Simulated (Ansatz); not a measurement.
# AlH4NO, SMILES [NH2][AlH][OH]: an atomisation energy

Program: the Python package of Ansatz (0.2.0).

Interactive session:
```pycon
>>> from collections import Counter
>>> import ansatz
>>> def single_point(molecule, charge=0, unpaired=0):
...     calc = (
...         molecule.calculation()
...         .basis(gaussian="def2-TZVPP")
...         .correlation("ccsd_t")
...     )
...     if charge:
...         calc = calc.charge(charge)
...     if unpaired:
...         calc = calc.spin("collinear", total=unpaired)
...     report = calc.run(threads=1, pin="off").report
...     if report["published_state_doubts"]:
...         print("  doubts:", report["published_state_doubts"])
...     return report["free_energy_ev"]
...
>>> molecule = (
...     ansatz.Crystal.molecule()
...     .atom("N", (-0.9676, 0.3592, -0.8948))
...     .atom("Al", (0.2754, 0.0803, 0.4601))
...     .atom("O", (1.309, -1.4087, 0.3708))
...     .atom("H", (-1.6256, -0.3736, -0.8699))
...     .atom("H", (-1.5307, 1.2634, -0.6539))
...     .atom("H", (0.4368, 1.131, 1.6678))
...     .atom("H", (2.1639, -1.1196, -0.1259))
... )
>>> # Hund ground states
>>> unpaired = {"N": 3, "Al": 1, "O": 2, "H": 1}
>>> counts = Counter(site.symbol for site in molecule.cartesian_sites)
>>> atom_energy = {s: single_point(ansatz.Crystal.molecule().atom(s, (0, 0, 0)), 0, unpaired[s]) for s in counts}
>>> whole = single_point(molecule, 0, 0)
>>> for s, e in atom_energy.items():
...     print(f"{s:2s} x{counts[s]}  {e:14.5f} eV")
...
N  x1     -1483.45433 eV
Al x1     -6583.14994 eV
O  x1     -2040.22115 eV
H  x4       -13.60052 eV
>>> print(f"AlH4NO: {whole:.5f} eV")
AlH4NO: -10184.48230 eV
>>> split = sum(counts[s] * e for s, e in atom_energy.items()) - whole
>>> print(f"atomisation energy (no zero-point term): {23.060548 * split:.1f} kcal/mol, {split / sum(counts.values()):.3f} eV an atom")
atomisation energy (no zero-point term): 536.3 kcal/mol, 3.322 eV an atom
```

536.3 kcal/mol from the electronic energies, without the zero-point term.

Total energies depend on the basis set; only differences at equal settings carry meaning. The geometry is a force-field or estimated start, not a minimum of this method, and the basis set is short of its limit. All parts are taken at fixed geometry, without zero-point energy. The whole script took 31 s on 1 thread of Arm Neoverse V2, on a shared host, peak memory 1.2 GiB.
